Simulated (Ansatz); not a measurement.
# GaH4+ (singlet): the correlation ladder, aug-cc-pVDZ

Aim: climb from Hartree-Fock through coupled cluster for GaH4+ (singlet) at one geometry and basis, and see what each rung misses.

Method: aug-cc-pVDZ, core rule «outside noble gas», up to 14 orbitals frozen; program: Ansatz 0.2.0, Gaussian basis.

Plan: UHF; CCSD(T) on RHF; BCCD(T) on RHF; CISD; CCSDT(Q) on RHF; CCSDTQ on RHF; Full CI.

11 further runs of the same task are left out: 8 for a known fault of the program, 3 set aside as unsound or not needed. Runs told in other sessions of the task aren't counted.

**1. The geometry**

The geometry is a PBE0/def2-TZVP stationary point (not a proven minimum). No spin-orbit coupling is included. The filled d shell of Ga may be among the frozen orbitals whatever the setting's name suggests.

5 atoms, charge 1, spin multiplicity 1.

Atoms are counted from 1 here; the program's logs count them from 0.

Bond lengths: Ga1–H2 1.527 Å, Ga1–H4 1.527 Å, H3–H5 0.765 Å. Angles: H2–Ga1–H4 169.3°.

**2. UHF**

Contents of in.yaml:

```yaml
crystal:
  periodic: [false, false, false]
  atoms:
    - {symbol: Ga, position_ang: [0.000000, 0.000000, -0.055194]}
    - {symbol: H, position_ang: [0.000000, 1.520673, -0.197915]}
    - {symbol: H, position_ang: [0.000000, 0.382522, 2.106890]}
    - {symbol: H, position_ang: [0.000000, -1.520673, -0.197915]}
    - {symbol: H, position_ang: [0.000000, -0.382522, 2.106890]}
basis:
  gaussian: {orbitals: aug-cc-pVDZ}
total_charge: 1
magnetization: {spin_polarized: true, initial_magnetization: 0}
hamiltonian: {xc: hf}
output: {orbitals: {seedname: orbitals}}
```

Run with:

```sh
> ansatz run in.yaml --threads 1 --pin off --events-out ev --progress --plain --max-ram 3328MiB --backend cpu
```

The runs that follow: CCSD(T) on RHF; BCCD(T) on RHF; CISD; CCSDT(Q) on RHF; CCSDTQ on RHF; Full CI.

Q: Predict the results of all the runs planned. Wanted: FCI from the RHF energy; RMP2 from FCI; RCCSD from FCI; RCCSD(T) from FCI; RCCSDT(Q) from FCI; T1 diagnostic; effectively unpaired electrons.

The runs gave:

| quantity | value |
| --- | --- |
| FCI from the RHF energy | -2.9173 eV |
| RMP2 from FCI | +16.60 kcal/mol |
| RCCSD from FCI | +0.85 kcal/mol |
| RCCSD(T) from FCI | +0.23 kcal/mol |
| RCCSDT(Q) from FCI | +0.01 kcal/mol |
| levels within 1 kcal/mol (43 meV) | RCCSD, RCCSD(T), BCCD(T), RCCSDT, RCCSDT(Q), RCCSDTQ |
| T1 diagnostic | 0.008 |
| effectively unpaired electrons | 0.03 |

What this shows: RCCSD(T) lands +0.23 kcal/mol from the yardstick (0.3 % of the correlation energy). One determinant dominates. These misses are within one basis, not against nature.
